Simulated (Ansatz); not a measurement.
# C2H5F3OZr: the cost of one run

Program: Ansatz 0.2.0, Gaussian basis. Level of theory: the settings change from run to run. These are calculated values, not measurements.

**1. The geometry**

The geometry comes from an earlier relaxation with PBE0-D4 in a triple-zeta def2 set; it is a stationary point, not always the lowest conformer. Zr takes a core potential in def2 sets; no spin-orbit term is included.

SMILES `CC[O][Zr]([F])([F])[F]`, 12 atoms, charge 0, spin multiplicity 1.

Atoms are counted from 1 here; the program's logs count them from 0.

Bond lengths: C1–C2 1.511 Å, C1–H8 1.092 Å, C1–H9 1.092 Å, C1–H10 1.093 Å, C2–O3 1.403 Å, C2–H11 1.095 Å, C2–H12 1.095 Å, O3–Zr4 1.890 Å, Zr4–F5 1.909 Å, Zr4–F6 1.909 Å, Zr4–F7 1.909 Å. Angles: C2–C1–H8 110.8°, C2–C1–H9 110.8°, C2–C1–H10 110.1°, H8–C1–H9 108.5°, H8–C1–H10 108.3°, H9–C1–H10 108.3°, C1–C2–O3 111.2°, C1–C2–H11 110.6°, C1–C2–H12 110.6°, O3–C2–H11 108.3°, O3–C2–H12 108.4°, H11–C2–H12 107.5°, C2–O3–Zr4 177.2°, O3–Zr4–F5 109.2°, O3–Zr4–F6 109.1°, O3–Zr4–F7 109.1°, F5–Zr4–F6 109.7°, F5–Zr4–F7 109.9° and more.

**2. revPBE0/def2-TZVPP**

This run has multiplicity 3, coordinates scaled by 1.05, D3(BJ) dispersion.

File in.yaml:

```yaml
crystal:
  periodic: [false, false, false]
  atoms:
    - {symbol: C, position_ang: [0.515599, -1.880986, 0.257902]}
    - {symbol: C, position_ang: [0.172530, -0.863560, -0.909510]}
    - {symbol: O, position_ang: [-0.144045, 0.472872, -0.376808]}
    - {symbol: Zr, position_ang: [-0.566521, 2.236018, 0.429505]}
    - {symbol: F, position_ang: [-2.113382, 3.054906, -0.546966]}
    - {symbol: F, position_ang: [-1.043589, 1.978131, 2.358798]}
    - {symbol: F, position_ang: [1.038893, 3.427100, 0.284127]}
    - {symbol: H, position_ang: [-0.370385, -1.987885, 0.977878]}
    - {symbol: H, position_ang: [1.427538, -1.523414, 0.854107]}
    - {symbol: H, position_ang: [0.753474, -2.915152, -0.177857]}
    - {symbol: H, position_ang: [1.060573, -0.763704, -1.633607]}
    - {symbol: H, position_ang: [-0.730684, -1.234327, -1.517567]}
basis:
  gaussian: {orbitals: def2-TZVPP}
magnetization: {spin_polarized: true, initial_magnetization: 2}
hamiltonian: {xc: {name: revPBE0}, dispersion: d3bj}
```

Command:

```console
$ ansatz run in.yaml --threads 4 --pin off --events-out ev --progress --plain --max-ram 11315MiB
```

**Question.** How long does this run take on 4 threads of Arm Neoverse V1, shared host, and how much memory does it need?

About 1.8 min, with a peak of 1.8 GiB.
